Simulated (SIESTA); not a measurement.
Crystal: ScNbN.

```
Nb Sc N
1.0
     3.11097    0.00000    0.00000
    -1.55549    2.69418    0.00000
     0.00000    0.00000   10.35715
Nb Sc N
2 2 2
Cartesian
  0.0000 1.7961 2.5627
  1.5555 0.8981 7.7945
  0.0000 0.0000 0.0000
  0.0000 0.0000 5.1786
  0.0000 1.7961 6.5023
  1.5555 0.8981 3.8548
```

The cell comes from a database or a generator and needn't be the stable form of this composition.

```yaml
Program: SIESTA 5.4.2
Task: single point
Functional: PBE
Potentials_or_basis: PseudoDojo 0.4 standard (PBE files)
Basis: DZP (energy shift 0.003 Ry; two zetas on semicore shells)
Grid_cutoff: 800 Ry
Energy_shift: 0.003 Ry
k_mesh: 10 × 10 × 3
Occupations: fermi-dirac, width 0.05 eV
Spin: no spin polarisation
```

On this cell: pressure -0.4 GPa; largest force 0.228 eV/Å; band gap on the k mesh none (metal or under the smearing width).

The same run follows on a disturbed copy (atoms moved at random, drawn with an rms of 0.05 Å):

```
CELL_PARAMETERS angstrom
3.11097 0.00000 0.00000
-1.55549 2.69418 0.00000
0.00000 0.00000 10.35715
ATOMIC_POSITIONS crystal
Nb 0.33522 0.65951 0.24969
Nb 0.68159 0.34681 0.75796
Sc 0.99526 0.99945 0.00448
Sc 0.00308 0.99039 0.49670
N 0.34092 0.68158 0.63006
N 0.66071 0.32025 0.36979
```

Question: What does the disturbed cell give?

Answer: The energy (extrapolated to zero smearing) moves by +10.3 meV/atom; pressure -0.5 GPa; largest force 0.868 eV/Å; band gap on the k mesh none (metal or under the smearing width).

Forces in eV/Å, atoms in the order of the input:
```
Nb  -0.137 -0.095 -0.821
Nb  -0.173  0.004 -0.464
Sc   0.077  0.020 -0.097
Sc  -0.228  0.176  0.819
N    0.242 -0.316 -0.010
N    0.220  0.209  0.573
```

Stress tensor (GPa, compression positive):
```
-0.46 -0.04 -0.07
-0.04 -0.15 -0.59
-0.07 -0.59 -0.93
```

Caveats: the basis of atomic orbitals isn't converged, which shifts pressures, moduli and gaps.
